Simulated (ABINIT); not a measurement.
**AlSn in ABINIT: convergence with pawecutdg**

Input of the first run (pawecutdg 22.7); the others differ in this setting and in those tied to it:

The input run.abi:

```
# Pseudopotentials
pp_dirpath "./"
pseudos "Sn.GGA_PBE-JTH_sp.xml, Al.GGA_PBE-JTH.xml"

# Structure
acell 4.1981056157 4.1981056156 3.306847 Angstrom
rprim
     1.0000000000     0.0000000000     0.0000000000
    -0.5000000000     0.8660254038     0.0000000000
     0.0000000000     0.0000000000     1.0000000000
ntypat 2
znucl 50 13
natom 2
typat 1 2
xred
     0.3333333333     0.6666666667     0.5000000000
     0.0000000000     0.0000000000     0.0000000000

# Plane-wave basis
ecut 22.0
pawecutdg 22.7
pawxcdev 0

# k points
kptopt 1
ngkpt 7 7 8
nshiftk 1
shiftk 0.0 0.0 0.0

# Exchange and correlation
ixc 11

# Bands and occupations
nband 8
occopt 6
tsmear 0.00367493

# SCF cycle
nstep 100
tolvrs 1.0e-9

# Output
iomode 3
prtwf 0
prtden 0
prteig 0
prtebands 0
enunit 2
```

Potentials or basis: JTH PAW PBE v2.0 sp.

The run is started by

```bash
$ abinit run.abi > log 2>&1
```

The cell comes from a database or a generator and needn't be the stable form of this composition.

Hardware: 1 thread of Arm Neoverse V1, with other jobs on the host.

```csv
pawecutdg,energy less the tightest run (meV/atom),SCF cycles,CPU time (s),peak memory (GiB)
22.7,0.06,8,14,0.11
26.4,0.03,8,14,0.11
33,0.02,8,14,0.12
39.6,0.01,8,14,0.12
48.4,0.00,9,16,0.12
59.4,0.00,9,16,0.14
72.6,0.00,9,16,0.15
```

Against the tightest run, the energy stays within 1 meV/atom from 22.7 on. The tightest run that finished is the yardstick and may itself not be fully converged.
